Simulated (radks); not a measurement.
# The Coulomb parameter U of the 5d shell of Os²⁺

One table from this session's results is given with a row withheld; the runs are named, their logs left out.

Program: radks (a radial shooting solver on a logarithmic mesh, Libxc functionals) version 1. Level of theory: scalar-relativistic Kohn-Sham, PBE, spin-unpolarised, spherical densities, finite nucleus. These are calculated values, not measurements, unless marked.

### The atom as given

| Item | Value |
| --- | --- |
| element | osmium (Z = 76) |
| charge | +2 |
| electrons | 74 |
| configuration | [Xe] 4f14 5d5 6s1 |
| nuclear rms radius | 5.4126 fm |

Outer shells as boxes (Hund's rule):

Os²⁺
```
[Xe] core
4f [↑↓][↑↓][↑↓][↑↓][↑↓][↑↓][↑↓]
5d [↑ ][↑ ][↑ ][↑ ][↑ ]
6s [↑ ]
```

The first run:

Input:

```text
Z 76
configuration [Xe] 4f14 5d5 6s1
relativity scalar-relativistic
functional pbe,pbe
spin unpolarised
nucleus finite rms 5.4126 fm
c 137.035999084
```

Steps of the session up to this table: Start: [Xe] 4f14 5d5 6s1.

One of the session's tables, all rows but one given; the rest of the session is left out.

It belongs to the step «Start: [Xe] 4f14 5d5 6s1». Sizes of the orbitals, from the radial functions (bohr):

```
level     <r>  outermost maximum (interpolated)  90 % within  nodes
   4s  0.4319                             0.405        0.620      3
   4p       ?                                 ?            ?      ?
   4d  0.4890                             0.435        0.731      1
   5s   1.004                             0.913         1.44      4
   4f  0.5561                             0.406        0.908      0
   5p   1.162                              1.03         1.69      3
   5d   1.652                              1.33         2.53      2
   6s   2.572                              2.29         3.71      5
```

Q: Estimate the row for 4p from the others.

**Answer.** <r>: 0.4594; outermost maximum (interpolated): 0.425; 90 % within: 0.667; nodes: 2. In the column «<r>» it lies between 4s (0.4319) and 4d (0.4890).
